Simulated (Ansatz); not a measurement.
# C2H8SiSn: a ladder of functionals and wavefunction methods

Aim: compute C2H8SiSn with functionals from several rungs and with coupled cluster. The yardstick is the atomisation energy at the CCSD(T) limit.

Program: Ansatz 0.2.0, Gaussian basis. Level of theory: functionals in def2-TZVPP, the program's frozen cores in correlated methods. These are calculated values, not measurements.

Plan: PBE-D4, r2SCAN-D4, PBE0-D4, B3LYP-D4, ωB97X-V, ωB97M-V, B2PLYP; CCSD(T)/def2-TZVPP; MP2/def2-QZVPP; extrapolation to the limit.

## (1) The relaxed structure

All runs share one geometry, relaxed beforehand with PBE0-D4 in a triple-zeta def2 set. Sn takes the def2 core potential; no spin-orbit term is included.

12 atoms, charge 0, spin multiplicity 1.

Atoms are counted from 1 here; the program's logs count them from 0.

Bond lengths: Si1–C2 1.870 Å, Si1–H5 1.481 Å, Si1–H6 1.493 Å, Si1–H7 1.484 Å, C2–C3 1.367 Å, C2–Sn4 2.669 Å, C2–H8 1.088 Å, C3–Sn4 2.468 Å, C3–H9 1.086 Å, C3–H10 1.087 Å, Sn4–H11 1.763 Å, Sn4–H12 1.760 Å. Angles: C2–Si1–H5 112.3°, C2–Si1–H6 107.0°, C2–Si1–H7 109.0°, H5–Si1–H6 107.8°, H5–Si1–H7 111.9°, H6–Si1–H7 108.6°, Si1–C2–C3 124.4°, Si1–C2–Sn4 106.9°, Si1–C2–H8 118.1°, C3–C2–Sn4 66.6°, C3–C2–H8 117.2°, Sn4–C2–H8 101.9°, C2–C3–Sn4 82.9°, C2–C3–H9 121.7°, C2–C3–H10 121.1°, Sn4–C3–H9 100.6°, Sn4–C3–H10 98.6°, H9–C3–H10 115.8° and more.

Coordinates:

```
Si   -1.1342    1.1160   -0.2282
C     0.0366    0.0515    0.7687
C     1.3974    0.0725    0.6405
Sn    0.9761   -1.8237   -0.8821
H    -2.3331    0.3689   -0.6726
H    -1.5913    2.2202    0.6669
H    -0.3963    1.7073   -1.3717
H    -0.3769   -0.5482    1.5765
H     2.0473   -0.3988    1.3718
H     1.8842    0.7417   -0.0637
H    -0.1856   -0.9520   -1.8810
H    -0.2473   -2.6105    0.1091
```

## (2) PBE-D4 (GGA)

in.yaml

```yaml
crystal:
  periodic: [false, false, false]
  atoms:
    - {symbol: Si, position_ang: [-1.134170, 1.116016, -0.228236]}
    - {symbol: C, position_ang: [0.036577, 0.051463, 0.768726]}
    - {symbol: C, position_ang: [1.397426, 0.072490, 0.640507]}
    - {symbol: Sn, position_ang: [0.976140, -1.823669, -0.882137]}
    - {symbol: H, position_ang: [-2.333066, 0.368866, -0.672610]}
    - {symbol: H, position_ang: [-1.591309, 2.220200, 0.666894]}
    - {symbol: H, position_ang: [-0.396306, 1.707320, -1.371698]}
    - {symbol: H, position_ang: [-0.376871, -0.548177, 1.576465]}
    - {symbol: H, position_ang: [2.047340, -0.398799, 1.371776]}
    - {symbol: H, position_ang: [1.884215, 0.741706, -0.063655]}
    - {symbol: H, position_ang: [-0.185632, -0.951991, -1.880985]}
    - {symbol: H, position_ang: [-0.247344, -2.610525, 0.109054]}
basis:
  gaussian: {orbitals: def2-TZVPP}
hamiltonian: {xc: pbe, dispersion: d4}
output: {forces: true, orbitals: {seedname: orbitals}}
```

On the command line:

```
> ansatz run in.yaml --threads 4 --pin off --events-out ev --progress --plain --max-ram 10444MiB
```

The runs that follow: r2SCAN-D4 (meta-GGA); PBE0-D4 (hybrid); B3LYP-D4 (hybrid); ωB97X-V (range-separated); ωB97M-V (range-separated); B2PLYP (double hybrid); CCSD(T) in def2-TZVPP; MP2 in def2-QZVPP.

**Question.** What will the summary of the whole plan be? Wanted: atomisation energy, CCSD(T)/CBS; farthest; mean size of error, hybrid; mean size of error, range-separated; gap, smallest and largest; T1 diagnostic; triples share of the correlation energy.

**Answer**, as computed:

```
                               quantity                                                   value
        atomisation energy, CCSD(T)/CBS                                           3858.9 kJ/mol
 functionals within 38.6 kJ/mol (1.0 %)  PBE-D4, r2SCAN-D4, PBE0-D4, B3LYP-D4, ωB97X-V, ωB97M-V
                               farthest                                   B2PLYP (-66.4 kJ/mol)
             mean size of error, hybrid                                             18.0 kJ/mol
    mean size of error, range-separated                                             11.4 kJ/mol
              gap, smallest and largest                     2.88 eV (PBE-D4), 8.42 eV (ωB97X-V)
                          T1 diagnostic                                                  0.0163
triples share of the correlation energy                                                   3.7 %
```

In words: PBE-D4 is off by +12.9 kJ/mol. Double hybrids carry the basis error of their MP2 part in triple zeta, and no dispersion term here, so their miss is partly the set-up's. The reference freezes the cores and leaves out spin-orbit coupling and excitations past (T), and its outer-core shells are covered unevenly, so misses under about 38.6 kJ/mol can't be ranked. All levels share the lack of spin-orbit coupling, which lowers the free heavy atoms and so the true binding. Hartree-Fock recovers 73 % of the binding; the rest is correlation. Orbital gaps span 2.9 to 8.4 eV; exact exchange widens them. Correlated methods include outer-core shells of Sn, which these sets cover unevenly.
